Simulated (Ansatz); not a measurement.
# CH8BGeNOSi: the cost of one run

Program: Ansatz 0.2.0. Level of theory: RHF/def2-SVP. These are calculated values, not measurements.

**1. The starting structure**

Bond lengths: B1–O2 1.486 Å, O2–C3 1.402 Å, C3–Ge4 1.924 Å, C3–N5 1.303 Å, N5–Si6 1.801 Å, B1–H7 1.209 Å, B1–H8 1.122 Å, Ge4–H9 1.541 Å, Ge4–H10 1.497 Å, Ge4–H11 1.624 Å, Si6–H12 1.462 Å, Si6–H13 1.450 Å, Si6–H14 1.457 Å. Angles (14 of 20 angles, heavy atoms first): B1–O2–C3 126.1°, O2–C3–Ge4 124.8°, O2–C3–N5 119.1°, Ge4–C3–N5 115.8°, C3–N5–Si6 124.8°, O2–B1–H7 118.8°, O2–B1–H8 121.5°, C3–Ge4–H9 109.9°, C3–Ge4–H10 110.6°, C3–Ge4–H11 104.5°, N5–Si6–H12 110.4°, N5–Si6–H13 109.6°, N5–Si6–H14 109.6°, H7–B1–H8 119.5°.

Structure file:

```xyz
14

B    -0.8502   -1.9147   -1.0764
O    -0.3395   -1.0444    0.0149
C     0.0334    0.3010   -0.1091
Ge    0.0146    1.2984   -1.7538
N     0.5455    0.9148    0.9194
Si    0.7378    0.1909    2.5575
H    -1.0237   -1.4336   -2.1717
H    -1.1640   -2.9738   -0.8821
H     0.4671    2.7479   -1.4920
H     0.7984    0.5864   -2.8113
H    -1.5495    1.3375   -2.1873
H    -0.5544   -0.2603    3.0712
H     1.2564    1.1901    3.4720
H     1.6152   -0.9696    2.4778
```

**2. End point A**

Input file input.yaml:

```yaml
crystal:
  periodic: [false, false, false]
  atoms:
    - { symbol: B, position_ang: [-0.8502, -1.9147, -1.0764] }
    - { symbol: O, position_ang: [-0.3395, -1.0444, 0.0149] }
    - { symbol: C, position_ang: [0.0334, 0.301, -0.1091] }
    - { symbol: Ge, position_ang: [0.0146, 1.2984, -1.7538] }
    - { symbol: "N", position_ang: [0.5455, 0.9148, 0.9194] }
    - { symbol: Si, position_ang: [0.7378, 0.1909, 2.5575] }
    - { symbol: H, position_ang: [-1.0237, -1.4336, -2.1717] }
    - { symbol: H, position_ang: [-1.164, -2.9738, -0.8821] }
    - { symbol: H, position_ang: [0.4671, 2.7479, -1.492] }
    - { symbol: H, position_ang: [0.7984, 0.5864, -2.8113] }
    - { symbol: H, position_ang: [-1.5495, 1.3375, -2.1873] }
    - { symbol: H, position_ang: [-0.5544, -0.2603, 3.0712] }
    - { symbol: H, position_ang: [1.2564, 1.1901, 3.472] }
    - { symbol: H, position_ang: [1.6152, -0.9696, 2.4778] }
basis:
  gaussian: { orbitals: def2-SVP }
hamiltonian:
  xc: hf
relax:
  f_tol: 0.015
  max_steps: 40
output:
  orbitals: {}
```

Launch:

```bash
$ ansatz run input.yaml --threads 2 --pin off --max-ram 3072MiB --backend cpu --events-out ev --progress --plain --runs-dir out
```

Q: Estimate wall time and peak memory on 2 threads of Arm Neoverse V1, shared host.

About 39 s, with a peak of 0.44 GiB.
